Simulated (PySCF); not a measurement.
**One shape, several levels: C2HCl2F3 (2,2-Dichloro-1,1,1-trifluoroethane)**

We compute a comparison of 6 runs (HF/3-21G, HF/def2-SVP, PBE0/6-31G, B3LYP/6-31G*, CCSD(T)/6-31G) of C2HCl2F3 (2,2-Dichloro-1,1,1-trifluoroethane). The job is set up through a Python script.

Program for the calculation: PySCF 2.14.0.

### 1 The structure to begin with

C2HCl2F3 has 8 atoms, charge 0, and is taken as a singlet. As SMILES, `FC(F)(F)C(Cl)Cl`. The shape is that of a GFN2-xTB optimisation.

Bond lengths: F1–C2 1.336 Å, C2–F3 1.336 Å, C2–F4 1.328 Å, C2–C5 1.533 Å, C5–Cl6 1.772 Å, C5–Cl7 1.773 Å, C5–H8 1.093 Å. Some angles: F1–C2–F3 106.7°, F1–C2–F4 107.5°, F1–C2–C5 110.9°, F3–C2–F4 107.5°, F3–C2–C5 110.9°, F4–C2–C5 113.0°, C2–C5–Cl6 108.9°, C2–C5–Cl7 108.9°, Cl6–C5–Cl7 111.4°, C2–C5–H8 109.4°.

### 2 Energy and gradient at HF/3-21G (run 1)

Contents of run.py:

```python
from pyscf import gto, scf

mol = gto.Mole()
mol.atom = [
    ('F', (-0.217820, -1.357250, 1.148110)),
    ('C', (0.180170, -0.752770, 0.024660)),
    ('F', (1.489780, -0.989360, -0.096080)),
    ('F', (-0.430260, -1.352890, -0.990360)),
    ('C', (-0.099550, 0.753410, 0.085840)),
    ('Cl', (-1.840150, 1.006060, 0.301120)),
    ('Cl', (0.484180, 1.506040, -1.409740)),
    ('H', (0.433640, 1.186750, 0.936440)),
]
mol.verbose = 4
mol.basis = '3-21g'
mol.max_memory = 1860
mol.build()

mf = scf.RHF(mol)
mf.conv_tol = 1e-10
mf.kernel()
if not mf.converged:
    mf = mf.newton().run(mf.mo_coeff, mf.mo_occ)

e_tot = mf.e_tot
print('E = %.10f Eh' % e_tot)
grad = mf.nuc_grad_method().kernel()
mf.analyze()
```

Launch:

```console
$ OMP_NUM_THREADS=1 python run.py
```

Log:

```text
PySCF version 2.14.0

[... 79 lines left out ...]
Nuclear Repulsion Energy =             491.946710728539756
[... 8 lines left out ...]
MO #3   energy= -26.2408800675105  occ= 2
[... 6 lines left out ...]
MO #10  energy= -8.00992821654415  occ= 2
[... 6 lines left out ...]
MO #17  energy= -1.65942068964117  occ= 2
[... 6 lines left out ...]
MO #24  energy= -0.837147354326494 occ= 2
[... 6 lines left out ...]
MO #31  energy= -0.659849722941051 occ= 2
[... 6 lines left out ...]
MO #38  energy= 0.127499281685411  occ= 0
[... 6 lines left out ...]
MO #45  energy= 0.609587292831706  occ= 0
[... 6 lines left out ...]
MO #52  energy= 0.889345151426603  occ= 0
[... 6 lines left out ...]
MO #59  energy= 1.26866795899809   occ= 0
[... 6 lines left out ...]
MO #66  energy= 2.34078464528811   occ= 0
[... 6 lines left out ...]
MO #73  energy= 4.65999519462271   occ= 0
[... 45 lines left out ...]
pop of  4 C 3py           0.00554
pop of  4 C 3pz           0.00255
pop of  5 Cl 1s           1.99999
pop of  5 Cl 2s           1.99983
pop of  5 Cl 3s           1.89084
pop of  5 Cl 4s           0.00647
pop of  5 Cl 2px          1.99985
pop of  5 Cl 2py          1.99995
pop of  5 Cl 2pz          1.99996
pop of  5 Cl 3px          1.20036
pop of  5 Cl 3py          1.96095
pop of  5 Cl 3pz          1.96455
pop of  5 Cl 4px          0.00714
pop of  5 Cl 4py          0.00305
pop of  5 Cl 4pz          0.00234
pop of  6 Cl 1s           1.99999
pop of  6 Cl 2s           1.99983
pop of  6 Cl 3s           1.89118
pop of  6 Cl 4s           0.00645
pop of  6 Cl 2px          1.99994
pop of  6 Cl 2py          1.99992
pop of  6 Cl 2pz          1.99989
pop of  6 Cl 3px          1.88440
pop of  6 Cl 3py          1.83609
pop of  6 Cl 3pz          1.40574
pop of  6 Cl 4px          0.00287
pop of  6 Cl 4py          0.00415
pop of  6 Cl 4pz          0.00547
pop of  7 H 1s            0.81083
pop of  7 H 2s            0.01593
 ** Mulliken atomic charges  **
charge of    0F =     -0.26970
charge of    1C =      0.79752
charge of    2F =     -0.26967
charge of    3F =     -0.26035
charge of    4C =     -0.09982
charge of    5Cl =     -0.03530
charge of    6Cl =     -0.03593
charge of    7H =      0.17324
Dipole moment(X, Y, Z, Debye):  0.66124,  1.21736,  1.25969
```

Wall time 9 s (1 thread of Intel Xeon at 2.50GHz (Skylake/Cascade Lake), shared host); peak memory 0.15 GiB.

### 3 Energy and forces at HF/def2-SVP (run 2)

Contents of geometry.xyz:

```xyz
8
C2HCl2F3
F     -0.217820    -1.357250     1.148110
C      0.180170    -0.752770     0.024660
F      1.489780    -0.989360    -0.096080
F     -0.430260    -1.352890    -0.990360
C     -0.099550     0.753410     0.085840
Cl    -1.840150     1.006060     0.301120
Cl     0.484180     1.506040    -1.409740
H      0.433640     1.186750     0.936440
```

Contents of calc.py:

```python
import pyscf.grad
from pyscf import gto, scf

mol = gto.M(
    atom='geometry.xyz',
    basis='def2-svp',
    max_memory=1860,
    verbose=4,
)

myscf = scf.RHF(mol)
myscf.conv_tol = 1e-10
myscf.kernel()
if not myscf.converged:
    myscf = myscf.newton().run(myscf.mo_coeff, myscf.mo_occ)

e_final = myscf.e_tot
print('E(%s) = %.9f' % ('HF', e_final))
grad = myscf.Gradients().kernel()
myscf.analyze()
```

Launch:

```console
$ OMP_NUM_THREADS=1 python calc.py
```

Log:

```text
PySCF version 2.14.0

[... 86 lines left out ...]
MO #1   energy= -104.829440727346  occ= 2
[... 9 lines left out ...]
MO #11  energy= -8.06800390538286  occ= 2
[... 9 lines left out ...]
MO #21  energy= -1.02362728036114  occ= 2
[... 9 lines left out ...]
MO #31  energy= -0.659509174451797 occ= 2
[... 9 lines left out ...]
MO #41  energy= 0.327620081959279  occ= 0
[... 9 lines left out ...]
MO #51  energy= 0.705011033391014  occ= 0
[... 9 lines left out ...]
MO #61  energy= 1.03326847779291   occ= 0
[... 9 lines left out ...]
MO #71  energy= 1.36637225666575   occ= 0
[... 9 lines left out ...]
MO #81  energy= 1.76693484780031   occ= 0
[... 9 lines left out ...]
MO #91  energy= 2.34257853043985   occ= 0
[... 9 lines left out ...]
MO #101 energy= 3.40896920113285   occ= 0
[... 9 lines left out ...]
MO #111 energy= 4.26400806792628   occ= 0
[... 83 lines left out ...]
pop of  5 Cl 4py          0.00160
pop of  5 Cl 4pz          0.00116
pop of  5 Cl 3dxy         0.00213
pop of  5 Cl 3dyz         0.00014
pop of  5 Cl 3dz^2        0.00294
pop of  5 Cl 3dxz         0.00196
pop of  5 Cl 3dx2-y2      0.00855
pop of  6 Cl 1s           2.00000
pop of  6 Cl 2s           1.99998
pop of  6 Cl 3s           1.87329
pop of  6 Cl 4s           0.00338
pop of  6 Cl 2px          2.00000
pop of  6 Cl 2py          1.99999
pop of  6 Cl 2pz          1.99999
pop of  6 Cl 3px          1.88778
pop of  6 Cl 3py          1.84468
pop of  6 Cl 3pz          1.44672
pop of  6 Cl 4px          0.00132
pop of  6 Cl 4py          0.00195
pop of  6 Cl 4pz          0.00236
pop of  6 Cl 3dxy         0.00116
pop of  6 Cl 3dyz         0.00551
pop of  6 Cl 3dz^2        0.00474
pop of  6 Cl 3dxz         0.00371
pop of  6 Cl 3dx2-y2      0.00057
pop of  7 H 1s            0.83438
pop of  7 H 2s            0.01481
pop of  7 H 2px           0.00066
pop of  7 H 2py           0.00070
pop of  7 H 2pz           0.00144
 ** Mulliken atomic charges  **
charge of    0F =     -0.30333
charge of    1C =      0.88323
charge of    2F =     -0.30329
charge of    3F =     -0.29296
charge of    4C =      0.02182
charge of    5Cl =     -0.07637
charge of    6Cl =     -0.07711
charge of    7H =      0.14801
Dipole moment(X, Y, Z, Debye):  0.44378,  1.40302,  1.01871
```

Run time: 32 s. Hardware: 1 thread of Intel Xeon at 2.50GHz (Skylake/Cascade Lake), shared host; peak memory 0.26 GiB.

Runs 3 to 4 aren't shown in full; the table further down has their settings and results.

### 4 Energy and gradient at B3LYP/6-31G(d) (Cartesian functions) (run 5)

Contents of input.py:

```python
from pyscf import gto, dft

mol = gto.M(
    atom='''
F     -0.217820    -1.357250     1.148110
C      0.180170    -0.752770     0.024660
F      1.489780    -0.989360    -0.096080
F     -0.430260    -1.352890    -0.990360
C     -0.099550     0.753410     0.085840
Cl    -1.840150     1.006060     0.301120
Cl     0.484180     1.506040    -1.409740
H      0.433640     1.186750     0.936440
''',
    max_memory=1860,
    basis='6-31g*',
    cart=True,
    verbose=3,
    charge=0,
)

mf = dft.RKS(mol, xc='b3lyp')
mf.grids.level = 5
mf.conv_tol = 1e-10
mf.kernel()
if not mf.converged:
    mf = mf.newton().run(mf.mo_coeff, mf.mo_occ)

energy = mf.e_tot
print('E(%s) = %.9f' % ('B3LYP', energy))
grad = mf.nuc_grad_method().kernel()
dip = mf.dip_moment()
pop, q = mf.mulliken_pop()
```

Launch:

```console
$ OMP_NUM_THREADS=1 python input.py
```

Log:

```text
converged SCF energy = -1296.72083195649
[... 9 lines left out ...]
Dipole moment(X, Y, Z, Debye):  0.54893,  0.78746,  0.98234
[... 85 lines left out ...]
pop of  5 Cl 3pz          1.32919
pop of  5 Cl 4px          0.20522
pop of  5 Cl 4py          0.60802
pop of  5 Cl 4pz          0.61236
pop of  5 Cl 3dxx         0.01563
pop of  5 Cl 3dxy         0.00511
pop of  5 Cl 3dxz         0.00483
pop of  5 Cl 3dyy        -0.02004
pop of  5 Cl 3dyz         0.00027
pop of  5 Cl 3dzz        -0.02103
pop of  6 Cl 1s           1.99865
pop of  6 Cl 2s           1.98798
pop of  6 Cl 3s           1.47313
pop of  6 Cl 4s           0.52211
pop of  6 Cl 2px          1.99202
pop of  6 Cl 2py          1.99170
pop of  6 Cl 2pz          1.98943
pop of  6 Cl 3px          1.28890
pop of  6 Cl 3py          1.26584
pop of  6 Cl 3pz          1.04627
pop of  6 Cl 4px          0.56713
pop of  6 Cl 4py          0.54527
pop of  6 Cl 4pz          0.31411
pop of  6 Cl 3dxx        -0.01888
pop of  6 Cl 3dxy         0.00199
pop of  6 Cl 3dxz         0.00645
pop of  6 Cl 3dyy        -0.01599
pop of  6 Cl 3dyz         0.00889
pop of  6 Cl 3dzz         0.00220
pop of  7  H 1s           0.51964
pop of  7  H 2s           0.22261
 ** Mulliken atomic charges  **
charge of    0F =     -0.24751
charge of    1C =      0.82839
charge of    2F =     -0.24748
charge of    3F =     -0.23102
charge of    4C =     -0.42639
charge of    5Cl =      0.03345
charge of    6Cl =      0.03281
charge of    7H =      0.25775
```

It took 2.1 min on 1 thread of Intel Xeon at 2.50GHz (Skylake/Cascade Lake), shared host; peak memory 1.2 GiB.

### 5 A single-point energy at CCSD(T)/6-31G (run 6)

Contents of input.py:

```python
from pyscf import gto, cc

mol = gto.M(
    atom='''
F       -0.217820      -1.357250       1.148110
C        0.180170      -0.752770       0.024660
F        1.489780      -0.989360      -0.096080
F       -0.430260      -1.352890      -0.990360
C       -0.099550       0.753410       0.085840
Cl      -1.840150       1.006060       0.301120
Cl       0.484180       1.506040      -1.409740
H        0.433640       1.186750       0.936440
''',
    max_memory=1860,
    verbose=4,
    spin=0,
    basis='6-31g',
)

mf = mol.RHF()
mf.conv_tol = 1e-10
mf.kernel()
if not mf.converged:
    mf = mf.newton().run(mf.mo_coeff, mf.mo_occ)

mycc = cc.CCSD(mf, frozen=15)
mycc.kernel()
e_t = mycc.ccsd_t()
e_tot = mycc.e_tot + e_t
print(f'total energy: {e_tot:.8f} hartree')
dip = mf.dip_moment()
pop, q = mf.mulliken_pop()
```

Launch:

```console
$ OMP_NUM_THREADS=1 python input.py
```

Log:

```text
PySCF version 2.14.0

[... 64 lines left out ...]
converged SCF energy = -1293.40974260221
[... 12 lines left out ...]
Init t2, MP2 energy = -1294.03427366184  E_corr(MP2) -0.624531059625674
[... 13 lines left out ...]
CCSD converged
[... 2 lines left out ...]
total energy: -1294.06932428 hartree
Dipole moment(X, Y, Z, Debye):  0.57090,  1.56677,  1.23933
[... 43 lines left out ...]
pop of  4 C 3px           0.41114
pop of  4 C 3py           0.28967
pop of  4 C 3pz           0.45918
pop of  5 Cl 1s           1.99974
pop of  5 Cl 2s           1.99834
pop of  5 Cl 3s           1.38459
pop of  5 Cl 4s           0.56708
pop of  5 Cl 2px          1.99112
pop of  5 Cl 2py          1.99494
pop of  5 Cl 2pz          1.99501
pop of  5 Cl 3px          0.89396
pop of  5 Cl 3py          1.32718
pop of  5 Cl 3pz          1.33098
pop of  5 Cl 4px          0.14703
pop of  5 Cl 4py          0.61087
pop of  5 Cl 4pz          0.61319
pop of  6 Cl 1s           1.99974
pop of  6 Cl 2s           1.99834
pop of  6 Cl 3s           1.38459
pop of  6 Cl 4s           0.56711
pop of  6 Cl 2px          1.99461
pop of  6 Cl 2py          1.99427
pop of  6 Cl 2pz          1.99220
pop of  6 Cl 3px          1.28665
pop of  6 Cl 3py          1.25365
pop of  6 Cl 3pz          1.01145
pop of  6 Cl 4px          0.56294
pop of  6 Cl 4py          0.53744
pop of  6 Cl 4pz          0.27182
pop of  7 H 1s            0.51627
pop of  7 H 2s            0.16318
 ** Mulliken atomic charges  **
charge of    0F =     -0.37670
charge of    1C =      1.18427
charge of    2F =     -0.37671
charge of    3F =     -0.36230
charge of    4C =     -0.68027
charge of    5Cl =      0.14596
charge of    6Cl =      0.14519
charge of    7H =      0.32056
```

Wall time 30 s (1 thread of Intel Xeon at 2.50GHz (Skylake/Cascade Lake), shared host); peak memory 0.28 GiB.

### 6 Overview of the runs

| run | level | integration grid | Cartesian functions | energy (Eh) | dipole moment (D) of the reference | HOMO energy (eV) | LUMO energy (eV) | wall time |
| --- | --- | --- | --- | --- | --- | --- | --- | --- |
| 1 | HF/3-21G | – | no | -1287.182789 | 1.87 | -12.94 | 3.47 | 9 s |
| 2 | HF/def2-SVP | – | no | -1293.036794 | 1.79 | -12.66 | 4.25 | 32 s |
| 3 | PBE0/6-31G | 5 | no | -1295.888469 | 1.73 | -9.46 | -0.68 | 62 s |
| 4 | B3LYP/6-31G* (spherical functions) | 5 | no | -1296.710307 | 1.38 | -8.87 | -0.70 | 2.1 min |
| 5 | B3LYP/6-31G* (Cartesian functions) | 5 | yes | -1296.720832 | 1.37 | -8.87 | -0.70 | 2.1 min |
| 6 | CCSD(T)/6-31G | – | no | -1294.069324 | 2.08 | -13.01 | 3.31 | 30 s |

### 7 Results

| quantity | value |
| --- | --- |
| run 6: total energy | -1294.06932 Eh |
| run 6: dipole moment (Hartree–Fock density) | 2.08 D |
| run 6: HOMO energy (Hartree–Fock orbitals) | -13.01 eV |
| run 6: LUMO energy (Hartree–Fock orbitals) | 3.31 eV |
| run 6: HOMO–LUMO gap (Hartree–Fock orbitals) | 16.33 eV |
| run 6: correlation energy (15 core orbitals frozen) | -659.6 mEh |
| run 6: (T) correction | -14.25 mEh |
| run 6: T1 diagnostic | 0.011 |

In words: Over runs 1, 2, 3, 4, 5 the dipole moment (its size) runs from 1.37 D (B3LYP/6-31G*) to 1.87 D (HF/3-21G). The two ends differ in method and basis. Over runs 1, 2, 3, 4, 5 the HOMO–LUMO gap runs from 8.17 eV (B3LYP/6-31G*) to 16.91 eV (HF/def2-SVP). Totals of different functionals can't be ranked against each other. All runs together took 6.5 min, the longest 2.1 min.
